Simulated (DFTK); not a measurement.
Input of a DFTK 0.8.2 run:

File run.jl:

```julia
using DFTK
using PseudoPotentialData
using Unitful, UnitfulAtomic
using LinearAlgebra, Printf
include("save.jl")
setup_threading()

# lattice vectors are the columns
lattice = austrip(1u"Å") * [       7.05684            0.0       -2.68302;
                      0.0         3.9806            0.0;
                  0.00788            0.0        8.67869]
symbols   = [:Cs, :Li, :Cr, :Cr, :Te, :Te, :S, :S, :S]
positions = [[0.07739, 0.0, 0.37706],
             [0.86424, 0.5, 0.78883],
             [0.12646, 0.0, 0.94616],
             [0.5929, 0.5, 0.97165],
             [0.50838, 0.0, 0.1527],
             [0.55612, 0.0, 0.74893],
             [0.87426, 0.0, 0.68502],
             [0.25176, 0.5, 0.84402],
             [0.96294, 0.5, 0.05357]]
pseudopotentials = PseudoFamily("dojo.nc.sr.pbesol.v0_4_1.standard.upf")
elements = Dict(s => ElementPsp(s, pseudopotentials) for s in unique(symbols))
atoms    = [elements[s] for s in symbols]
magnetic_moments = [0.0, 0.0, 3.0, 3.0, 0.0, 0.0, 0.0, 0.0, 0.0]

build_model(lattice, positions; symmetries=false) =
    model_DFT(lattice, atoms, positions;
              functionals=PBEsol(),
              magnetic_moments,
              spin_polarization=:collinear,
              temperature=austrip(0.05u"eV"),
              smearing=Smearing.FermiDirac(),
              extra_terms=[Hubbard(OrbitalManifold(:Cr, "3D") => 3.0u"eV")],
              symmetries)
Ecut  = 47.0  # hartree
kgrid = [1, 2, 1]
tol   = 1e-6
to_GPa = ustrip(uconvert(u"GPa", 1u"hartree/bohr^3"))

model = build_model(lattice, positions)
basis = PlaneWaveBasis(model; Ecut, kgrid)
display(basis)
scfres = self_consistent_field(basis;
                               tol,
                               ρ=guess_density(basis, magnetic_moments),
                               nbandsalg=AdaptiveBands(model; n_bands_converge=59),
                               miniter=2)
display(scfres.energies)
@printf "Fermi level: %.6f eV\n" ustrip(auconvert(u"eV", something(scfres.εF, NaN)))
forces = compute_forces_cart(scfres)
println("Forces (eV/Å)")
for (s, f) in zip(symbols, forces)
    @printf "%-3s %12.6f %12.6f %12.6f\n" s ustrip.(auconvert.(u"eV/Å", f))...
end
stress = compute_stresses_cart(scfres)
println("Stress (GPa)")
display(round.(stress * to_GPa; digits=4))
@printf "Total moment: %.4f μB\n" sum(spin_density(scfres.ρ)) * scfres.basis.dvol
println("Levels at the first k-point (eV): ", round.(ustrip.(auconvert.(u"eV", scfres.eigenvalues[1][1:scfres.n_bands_converge])); digits=4))
save_scf!(scfres; forces, stress)

bands = DFTK.unfold_bz(scfres; skip_hamiltonian=true)  # projections need the whole mesh
εs = range(scfres.εF - austrip(12u"eV"), scfres.εF + austrip(6u"eV"), 91)
broadening = (; smearing=Smearing.Gaussian(), temperature=austrip(0.15u"eV"))
dos = [compute_dos(ε, bands.basis, bands.eigenvalues; broadening...) for ε in εs] * austrip(1u"eV")
results["dos_energy"] = collect(εs); results["dos_total"] = rows(dos)
res    = compute_pdos(εs, bands; broadening...)
shells = unique([(l.iatom, l.label) for l in res.projector_labels])
pdos   = [DFTK.sum_pdos(res, [l -> (l.iatom, l.label) == s]) * austrip(1u"eV") for s in shells]
println("E - EF (eV), total, ", join(["$(symbols[i])$i-$l" for (i, l) in shells], ", "))
for (i, ε) in enumerate(εs)
    @printf "%8.3f %9.4f %s\n" ustrip(auconvert(u"eV", ε - scfres.εF)) sum(dos[i]) join([@sprintf("%9.4f", sum(p[i, :])) for p in pdos])
end
results["pdos"] = Dict("$(symbols[i])$i-$l" => rows(eachcol(p)) for ((i, l), p) in zip(shells, pdos))
```

Potentials or basis: dojo.nc.sr.pbesol.v0_4_1.standard.upf (PBEsol).

Command:

```console
$ julia --threads=4 run.jl  # save.jl only writes the numbers to a file and isn't shown; printed stress counts tension as positive; times include loading and compiling
```

(1) Predict the pressure.

(2) What does it give for the largest force?

(3) What does it give for the band gap on the k mesh?

(4) What does it give for the net moment?

## Answers

(1) 0.0 GPa.

(2) 0.416 eV/Å.

(3) 0.58 eV, direct.

(4) 6.00 μB per cell.

Caveat: the k mesh is coarse (spacing up to 0.93 Å⁻¹), so the values aren't converged; the Hubbard orbitals reach further out than in other programs, which can move energies by up to some tens of meV an atom; the log's DOS at the highest energies lacks bands and isn't used; spin-orbit coupling is left out, which moves the levels of the heavy elements; an odd mesh through Γ misses points on the zone boundary, where band edges often lie; only a ferromagnetic start was run, and an antiferromagnetic order may lie lower in energy.
